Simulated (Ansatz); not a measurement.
# P (black phosphorus): the cost of one run

Method: DFT PBE, scalar-relativistic, plane waves, PAW, in Ansatz 0.2.0.

**1. The system as given**

The structure is orthorhombic, space group Cmce (No. 64). The conventional cell has a = 3.316 Å, b = 10.484 Å, c = 4.379 Å, α = 90.00°, β = 90.00°, γ = 90.00°. Around P (site symmetry m) lie 3 P at 2.22 to 2.24 Å.

As a file:

```
P
1.0
     1.65820   -5.24200    0.00000
     1.65820    5.24200    0.00000
     0.00000    0.00000    4.37930
P
4
Cartesian
  1.6582 -4.1766 0.3533
  1.6582 -1.0654 2.5430
  1.6582 4.1766 4.0260
  1.6582 1.0654 1.8363
```

The structure rests on an entry of the Crystallography Open Database; cell or positions may have been set otherwise for this series.

**2. Cell and atoms relaxed at 0 GPa**

Contents of input.yaml:

```yaml
crystal:
  lattice:
    - [1.6582, -5.242, 0.0]
    - [1.6582, 5.242, 0.0]
    - [0.0, 0.0, 4.3793]
  atoms:
    - { symbol: P, position: [0.89838, 0.10162, 0.08068] }
    - { symbol: P, position: [0.60162, 0.39838, 0.58068] }
    - { symbol: P, position: [0.10162, 0.89838, 0.91932] }
    - { symbol: P, position: [0.39838, 0.60162, 0.41932] }
scf:
  occupations: { method: gaussian, width: 0.02 }
output:
  forces: true
  stress: true
  eigenvalues: true
  write_density: true
  write_potential: true
  elf: true
  volumetric_format: npy
hamiltonian:
  xc: pbe
basis:
  ecutwfc: 440
kpoints:
  mp_grid: { grid: [9, 9, 9] }
relax:
  f_tol: 0.002
  max_steps: 60
  cell: { stress_tol: 0.01, p_target: 0 }
```

Command:

```sh
ansatz run input.yaml --threads 4 --pin off --max-ram 10240MiB --backend cpu --events-out ev --progress --plain --runs-dir out
```

What time and memory should one allow on 4 threads of Arm Neoverse N1, shared host?

About 63 s, with a peak of 0.49 GiB.
